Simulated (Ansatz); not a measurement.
# GeSb4Te7 (P-3m1) in Ansatz: settings compared

Aim: see how the results for GeSb4Te7 move with the level of theory and the settings. Levels: r2SCAN, PBEsol. Tasks: band structure.

All numbers are computed with Ansatz 0.2.0; they aren't measurements. Logs are shortened: lines on timing, memory, paths and dates and some standing lists are left out, and cuts for length are marked.

### 1 The crystal as given

It takes space group P-3m1 (No. 164, trigonal). The conventional cell has a = 4.289 Å, b = 4.289 Å, c = 24.638 Å, α = 90.00°, β = 90.00°, γ = 120.00°. Te (site symmetry 3m) is surrounded by 3 Sb at 3.00 Å. Te (site symmetry -3m) has 6 Sb at 3.18 Å as nearest neighbours. Around Te (site symmetry 3m) lie 3 Ge at 3.00 Å and 3 Sb at 3.19 Å. Around Te (site symmetry 3m) lie 3 Sb at 3.01 Å. Around Sb (site symmetry 3m) lie 6 Te at 3.00 to 3.19 Å. Sb (site symmetry 3m) has 6 Te at 3.01 to 3.18 Å as nearest neighbours. Ge (site symmetry -3m) is surrounded by 6 Te at 3.00 Å.

The cell is a database's computed one.

### 2 Band structure, r2SCAN

Contents of input.yaml:

```yaml
crystal:
  lattice:
    - [4.2893002584, 0.0, 0.0]
    - [-2.1446501292, 3.7146429882, 0.0]
    - [0.0, 0.0, 24.63777845]
  atoms:
    - { symbol: Te, position: [0.0, 0.0, 0.28102171] }
    - { symbol: Te, position: [0.0, 0.0, 0.0] }
    - { symbol: Te, position: [0.3333333333, 0.6666666667, 0.5686057] }
    - { symbol: Te, position: [0.6666666667, 0.3333333333, 0.4313943] }
    - { symbol: Te, position: [0.0, 0.0, 0.71897829] }
    - { symbol: Te, position: [0.6666666667, 0.3333333333, 0.15026813] }
    - { symbol: Te, position: [0.3333333333, 0.6666666667, 0.84973187] }
    - { symbol: Sb, position: [0.6666666667, 0.3333333333, 0.6502485] }
    - { symbol: Sb, position: [0.3333333333, 0.6666666667, 0.08110138] }
    - { symbol: Sb, position: [0.3333333333, 0.6666666667, 0.3497515] }
    - { symbol: Sb, position: [0.6666666667, 0.3333333333, 0.91889862] }
    - { symbol: Ge, position: [0.0, 0.0, 0.5] }
hamiltonian:
  xc: r2scan
  pseudopotentials: { kind: paw }
kpoints:
  mp_grid: { grid: [7, 7, 2] }
  band_path:
    path:
      - [[0.0, 0.0, 0.0], [0.5, 0.0, 0.0], [0.3333333333, 0.3333333333, 0.0], [0.0, 0.0, 0.0], [0.0, 0.0, 0.5], [0.5, 0.0, 0.5], [0.3333333333, 0.3333333333, 0.5], [0.0, 0.0, 0.5]]
      - [[0.5, 0.0, 0.5], [0.5, 0.0, 0.0]]
      - [[0.3333333333, 0.3333333333, 0.0], [0.3333333333, 0.3333333333, 0.5]]
    npoints: 10
scf:
  occupations: { method: fermi_dirac, width: 0.05 }
  n_extra_bands: 30
output:
  forces: true
  stress: true
  eigenvalues: true
  fatbands: true
  write_density: true
  write_potential: true
  elf: true
  volumetric_format: npy
```

Potentials or basis: Ansatz PAW.

The run is started by

```bash
ansatz run input.yaml --threads 4 --pin off --max-ram 11264MiB --backend cpu --events-out ev --progress --plain --runs-dir out
```

The log of the run:

```text
Warning: RAYON_NUM_THREADS=4 ignored (pool sized by the plan → 4); use --threads N
scf.n_extra_bands = 30 over 93 filled bands (N_el = 186.0): the run solves 123 bands
[... 88 lines left out ...]
  k-point 1: bands = ["-29.2587", "-29.2587", "-29.2587", "-29.2587", "-29.2420", "-29.2420", "-29.2420", "-29.2420", "-29.2342", "-29.2342", "-29.2189", "-29.2189", "-29.2189", "-29.2189", "-29.2070", "-29.2070", "-29.2070", "-29.2070", "-29.2013", "-29.2013", "-29.0704", "-29.0701", "-29.0676", "-29.0676", "-29.0667", "-29.0667", "-29.0498", "-29.0479", "-29.0479", "-29.0478", "-29.0478", "-29.0408", "-29.0408", "-29.0047", "-29.0047", "-21.9076", "-21.9076", "-21.9076", "-21.9076", "-21.9042", "-21.9042", "-21.9027", "-21.9027", "-21.9027", "-21.9027", "-21.8947", "-21.8947", "-21.8940", "-21.8940", "-21.8934", "-21.8931", "-21.8907", "-21.8907", "-21.8905", "-21.8905", "-16.9452", "-16.9452", "-16.9396", "-16.9363", "-16.9363", "-4.9858", "-4.9796", "-4.7279", "-4.4263", "-3.9397", "-3.2944", "-3.1103", "-0.5025", "-0.1469", "0.5443", "1.4276", "2.3981", "5.6983", "5.9893", "6.4605", "6.4605", "6.4952", "6.4952", "6.5285", "6.5285", "6.6969", "6.6969", "6.8630", "6.9830", "6.9830", "7.1048", "7.2330", "7.2330", "7.3515", "7.3515", "7.7726", "8.2029", "8.5561", "9.1211", "9.1290", "9.1290", "9.3297", "9.3358", "9.3358", "9.7758", "9.7758", "9.9561", "10.4192", "10.4192", "10.5710", "11.1875", "11.1875", "11.2384", "13.5812", "13.9359", "14.3435", "14.4391", "14.4391", "14.4806", "14.4806", "14.7649", "15.1480", "15.1480", "15.2661", "15.4723", "15.6663", "15.6663", "16.0686"]
  k-point 2: bands = ["-29.2587", "-29.2587", "-29.2584", "-29.2584", "-29.2421", "-29.2421", "-29.2420", "-29.2420", "-29.2341", "-29.2341", "-29.2188", "-29.2188", "-29.2185", "-29.2185", "-29.2071", "-29.2071", "-29.2070", "-29.2070", "-29.2012", "-29.2012", "-29.0702", "-29.0699", "-29.0676", "-29.0676", "-29.0668", "-29.0667", "-29.0496", "-29.0479", "-29.0478", "-29.0476", "-29.0475", "-29.0410", "-29.0409", "-29.0047", "-29.0044", "-21.9080", "-21.9080", "-21.9067", "-21.9067", "-21.9038", "-21.9038", "-21.9032", "-21.9032", "-21.9028", "-21.9028", "-21.8952", "-21.8945", "-21.8939", "-21.8932", "-21.8929", "-21.8926", "-21.8913", "-21.8909", "-21.8909", "-21.8904", "-16.9458", "-16.9451", "-16.9393", "-16.9363", "-16.9360", "-4.8197", "-4.7489", "-4.5675", "-4.2232", "-3.8054", "-3.1106", "-3.0605", "-0.3526", "-0.3097", "0.4780", "1.0669", "1.9677", "5.0587", "5.1847", "5.3362", "5.4434", "5.7253", "5.9296", "5.9486", "6.0377", "6.1109", "6.1495", "6.4086", "6.4118", "6.8040", "6.8582", "7.3693", "7.4291", "7.4594", "7.7772", "7.8615", "8.1536", "8.2966", "9.3927", "9.4504", "9.5648", "9.5941", "9.8928", "9.9339", "10.1317", "10.2480", "10.6318", "10.7231", "10.7281", "11.3079", "11.5045", "11.5190", "11.9587", "13.2685", "13.3437", "13.9309", "14.0133", "14.2785", "14.5787", "14.7791", "14.8465", "14.8611", "15.0639", "15.4151", "15.5544", "15.8178", "15.9651", "16.1242"]
  k-point 15: bands = ["-29.2579", "-29.2579", "-29.2573", "-29.2573", "-29.2424", "-29.2424", "-29.2422", "-29.2422", "-29.2332", "-29.2332", "-29.2181", "-29.2181", "-29.2176", "-29.2176", "-29.2073", "-29.2073", "-29.2071", "-29.2071", "-29.2003", "-29.2003", "-29.0694", "-29.0694", "-29.0684", "-29.0675", "-29.0673", "-29.0667", "-29.0488", "-29.0472", "-29.0471", "-29.0466", "-29.0464", "-29.0413", "-29.0412", "-29.0040", "-29.0034", "-21.9085", "-21.9085", "-21.9060", "-21.9060", "-21.9039", "-21.9039", "-21.9030", "-21.9030", "-21.9013", "-21.9013", "-21.8959", "-21.8959", "-21.8941", "-21.8930", "-21.8913", "-21.8913", "-21.8908", "-21.8906", "-21.8897", "-21.8893", "-16.9473", "-16.9461", "-16.9381", "-16.9358", "-16.9351", "-3.0501", "-3.0339", "-2.9501", "-2.8584", "-2.7651", "-2.6612", "-2.6384", "-1.2383", "-1.2245", "-1.2085", "-1.1824", "-0.0689", "3.3644", "3.4703", "3.4861", "3.6280", "3.8362", "4.1933", "4.2434", "4.2823", "4.6267", "4.6467", "5.0768", "5.3440", "5.5329", "5.7960", "6.1828", "6.6254", "7.1192", "7.3677", "7.4648", "7.6790", "7.8649", "9.7653", "9.9745", "10.0843", "10.2361", "10.3677", "10.6442", "11.2148", "11.5244", "11.8480", "12.1132", "12.4820", "12.5242", "13.0826", "13.7056", "13.7501", "13.8640", "13.9957", "14.0201", "14.2227", "14.3594", "14.6306", "14.9517", "15.0675", "16.0659", "16.2381", "16.3709", "16.5298", "16.5778", "16.6843", "17.2491"]
```

bands.tsv:

```text
[... 115 lines left out ...]
```

It took 3.3 min on 4 threads of Arm Neoverse V1, shared host; peak memory 4 GiB.

What came out:

```yaml
Free_energy: -79264.5149 eV
Pressure: 0.0 GPa
Largest_force: 0.043 eV/Å
Band_gap_on_the_k_mesh: 0.56 eV, direct
Band_gap_along_the_path: 0.52 eV, indirect (least direct gap 0.56 eV)
```

Forces in eV/Å, atoms in the order of the input:
```
Te   0.000  0.000  0.027
Te   0.000  0.000  0.000
Te   0.000  0.000 -0.021
Te   0.000  0.000  0.021
Te   0.000  0.000 -0.027
Te   0.000  0.000 -0.043
Te   0.000  0.000  0.043
Sb   0.000  0.000  0.016
Sb   0.000  0.000 -0.001
Sb   0.000  0.000 -0.016
Sb   0.000  0.000  0.001
Ge   0.000  0.000  0.000
```

Levels at the corners of the path, in eV from the valence-band top:
| point | band 89 | band 90 | band 91 | band 92 | band 93 | band 94 | band 95 | band 96 | band 97 | band 98 |
| --- | --- | --- | --- | --- | --- | --- | --- | --- | --- | --- |
| Γ | -1.22 | -1.07 | -1.04 | -0.23 | -0.09 | 0.61 | 0.61 | 0.64 | 0.71 | 0.72 |
| M | -1.65 | -1.47 | -1.43 | -1.04 | -0.84 | 0.94 | 0.96 | 1.19 | 1.41 | 1.46 |
| K | -1.17 | -1.17 | -1.05 | -1.05 | -0.88 | 1.38 | 1.58 | 1.62 | 1.62 | 1.82 |
| Γ | -1.22 | -1.07 | -1.04 | -0.23 | -0.09 | 0.61 | 0.61 | 0.64 | 0.71 | 0.72 |
| A | -1.20 | -1.20 | -0.78 | -0.35 | 0.00 | 0.56 | 0.57 | 0.57 | 0.77 | 0.78 |
| L | -1.76 | -1.56 | -1.35 | -1.08 | -0.64 | 0.69 | 0.91 | 1.09 | 1.30 | 1.57 |
| H | -1.40 | -1.40 | -0.82 | -0.82 | -0.78 | 1.07 | 1.33 | 1.33 | 1.99 | 2.26 |
| A | -1.20 | -1.20 | -0.78 | -0.35 | 0.00 | 0.56 | 0.57 | 0.57 | 0.77 | 0.78 |
| L | -1.76 | -1.56 | -1.35 | -1.08 | -0.64 | 0.69 | 0.91 | 1.09 | 1.30 | 1.57 |
| M | -1.65 | -1.47 | -1.43 | -1.04 | -0.84 | 0.94 | 0.96 | 1.19 | 1.41 | 1.46 |
| K | -1.17 | -1.17 | -1.05 | -1.05 | -0.88 | 1.38 | 1.58 | 1.62 | 1.62 | 1.82 |
| H | -1.40 | -1.40 | -0.82 | -0.82 | -0.78 | 1.07 | 1.33 | 1.33 | 1.99 | 2.26 |

Caveat: spin-orbit coupling is left out, which moves the levels of the heavy elements; the PAW data sets come from PBE, with cores solved anew for the run's functional, which leaves a small shift of forces and pressure.

### 3 Band structure, PBEsol

input.yaml, as its differences from that of step 2:

```diff
@@ -19,3 +19,3 @@
 hamiltonian:
-  xc: r2scan
+  xc: pbesol
   pseudopotentials: { kind: paw }
```

Potentials or basis: Ansatz PAW.

The run is started by

```bash
ansatz run input.yaml --threads 4 --pin off --max-ram 11264MiB --backend cpu --events-out ev --progress --plain --runs-dir out
```

The log of the run:

```text
[... 87 lines left out ...]
  k-point 2: bands = ["-28.3198", "-28.3198", "-28.3195", "-28.3195", "-28.3068", "-28.3068", "-28.3067", "-28.3067", "-28.3009", "-28.3009", "-28.2766", "-28.2766", "-28.2764", "-28.2764", "-28.2684", "-28.2684", "-28.2683", "-28.2683", "-28.2644", "-28.2644", "-28.1486", "-28.1484", "-28.1453", "-28.1453", "-28.1445", "-28.1444", "-28.1267", "-28.1267", "-28.1265", "-28.1264", "-28.1218", "-28.1130", "-28.1129", "-28.0789", "-28.0786", "-20.9522", "-20.9522", "-20.9511", "-20.9511", "-20.9482", "-20.9482", "-20.9478", "-20.9478", "-20.9474", "-20.9474", "-20.9317", "-20.9311", "-20.9305", "-20.9300", "-20.9288", "-20.9285", "-20.9277", "-20.9273", "-20.9273", "-20.9269", "-16.2626", "-16.2620", "-16.2589", "-16.2560", "-16.2557", "-4.3083", "-4.2379", "-4.0723", "-3.7401", "-3.3560", "-2.7008", "-2.6650", "-0.1003", "-0.0754", "0.6314", "1.1723", "2.0582", "5.2019", "5.3181", "5.4795", "5.5670", "5.8618", "6.0898", "6.1196", "6.1209", "6.2167", "6.3063", "6.5165", "6.5638", "6.9321", "6.9411", "7.3920", "7.4787", "7.5750", "7.7437", "7.8656", "8.0998", "8.2450", "9.1772", "9.3651", "9.3843", "9.4977", "9.7198", "9.7567", "10.0226", "10.0245", "10.3947", "10.4970", "10.5909", "11.1069", "11.2615", "11.3104", "11.7046", "12.8061", "12.8678", "13.4539", "13.5171", "13.7895", "14.0747", "14.3106", "14.3512", "14.4053", "14.5406", "14.9446", "14.9823", "15.2859", "15.3550", "15.5207"]
  k-point 15: bands = ["-28.3191", "-28.3191", "-28.3186", "-28.3186", "-28.3070", "-28.3070", "-28.3069", "-28.3069", "-28.3001", "-28.3001", "-28.2760", "-28.2760", "-28.2755", "-28.2755", "-28.2686", "-28.2686", "-28.2684", "-28.2684", "-28.2636", "-28.2636", "-28.1479", "-28.1478", "-28.1459", "-28.1452", "-28.1450", "-28.1445", "-28.1261", "-28.1260", "-28.1256", "-28.1255", "-28.1211", "-28.1133", "-28.1132", "-28.0783", "-28.0778", "-20.9523", "-20.9523", "-20.9501", "-20.9501", "-20.9486", "-20.9486", "-20.9477", "-20.9477", "-20.9460", "-20.9460", "-20.9317", "-20.9317", "-20.9300", "-20.9292", "-20.9281", "-20.9281", "-20.9273", "-20.9272", "-20.9263", "-20.9260", "-16.2639", "-16.2629", "-16.2578", "-16.2555", "-16.2548", "-2.6516", "-2.6277", "-2.5557", "-2.4687", "-2.3880", "-2.2909", "-2.2672", "-0.9361", "-0.9160", "-0.9079", "-0.8773", "0.2381", "3.5654", "3.6703", "3.6828", "3.8203", "4.0211", "4.3677", "4.3999", "4.4495", "4.7822", "4.7858", "5.2113", "5.4865", "5.6433", "5.9055", "6.2783", "6.7291", "7.1466", "7.3813", "7.4656", "7.6614", "7.8920", "9.5770", "9.7647", "9.8724", "10.0837", "10.1765", "10.4572", "10.9926", "11.2945", "11.5928", "11.8750", "12.1668", "12.2409", "12.7640", "13.3286", "13.3928", "13.4084", "13.5134", "13.5642", "13.7516", "13.8837", "14.1306", "14.4409", "14.5648", "15.5338", "15.6836", "15.8172", "15.9486", "15.9995", "16.0946", "16.6356"]
```

rho_z.tsv:

```text
# z_ang	rho[e/angstrom^3]
# format = ansatz-planar-average/11
# lattice	4.289300258	0.000000000	0.000000000
# lattice	-2.144650129	3.714642988	0.000000000
# lattice	0.000000000	0.000000000	24.637778450
# sites	12
# site	52	0.000000000	0.000000000	6.923750631
# site	52	0.000000000	0.000000000	0.000000000
# site	52	0.000000000	2.476428659	14.009181262
# site	52	2.144650129	1.238214329	10.628597188
# site	52	0.000000000	0.000000000	17.714027819
# site	52	2.144650129	1.238214329	3.702272895
# site	52	0.000000000	2.476428659	20.935505555
# site	51	2.144650129	1.238214329	16.020678480
# site	51	0.000000000	2.476428659	1.998157832
# site	51	0.000000000	2.476428659	8.617099970
# site	51	2.144650129	1.238214329	22.639620618
# site	32	0.000000000	0.000000000	12.318889225
0.000000	9.611609e-1
0.136877	8.998855e-1
0.273753	7.406747e-1
0.410630	5.436256e-1
0.547506	3.731486e-1
0.684383	2.659346e-1
[... 172 lines left out ...]
24.364025	7.406747e-1
24.500902	8.998855e-1
```

It took 1.8 min on 4 threads of Arm Neoverse V1, shared host; peak memory 2.8 GiB.

What came out:

| Item | Value |
| --- | --- |
| Free energy | -78197.7038 eV |
| Pressure | -1.6 GPa |
| Largest force | 0.067 eV/Å |
| Band gap on the k mesh | 0.37 eV, direct |
| Band gap along the path | 0.37 eV, direct |

Forces in eV/Å, atoms in the order of the input:
```
Te   0.000  0.000  0.016
Te   0.000  0.000  0.000
Te   0.000  0.000 -0.008
Te   0.000  0.000  0.008
Te   0.000  0.000 -0.016
Te   0.000  0.000 -0.033
Te   0.000  0.000  0.033
Sb   0.000  0.000 -0.047
Sb   0.000  0.000 -0.067
Sb   0.000  0.000  0.047
Sb   0.000  0.000  0.067
Ge   0.000  0.000  0.000
```

Levels at the corners of the path, in eV from the valence-band top:
| point | band 91 | band 92 | band 93 | band 94 | band 95 | band 96 |
| --- | --- | --- | --- | --- | --- | --- |
| Γ | -0.99 | -0.26 | -0.09 | 0.48 | 0.53 | 0.66 |
| M | -1.22 | -0.98 | -0.85 | 0.84 | 0.85 | 1.21 |
| K | -0.93 | -0.93 | -0.77 | 1.28 | 1.51 | 1.51 |
| Γ | -0.99 | -0.26 | -0.09 | 0.48 | 0.53 | 0.66 |
| A | -0.86 | -0.34 | 0.00 | 0.37 | 0.61 | 0.62 |
| L | -1.13 | -1.03 | -0.59 | 0.56 | 0.85 | 1.10 |
| H | -0.69 | -0.69 | -0.65 | 0.98 | 1.24 | 1.24 |
| A | -0.86 | -0.34 | 0.00 | 0.37 | 0.61 | 0.62 |
| L | -1.13 | -1.03 | -0.59 | 0.56 | 0.85 | 1.10 |
| M | -1.22 | -0.98 | -0.85 | 0.84 | 0.85 | 1.21 |
| K | -0.93 | -0.93 | -0.77 | 1.28 | 1.51 | 1.51 |
| H | -0.69 | -0.69 | -0.65 | 0.98 | 1.24 | 1.24 |

Caveat: spin-orbit coupling is left out, which moves the levels of the heavy elements; this functional lacks dispersion, which binds the layers, so the pressure and a relaxed spacing across them are unreliable; the PAW data sets come from PBE, with cores solved anew for the run's functional, which leaves a small shift of forces and pressure.
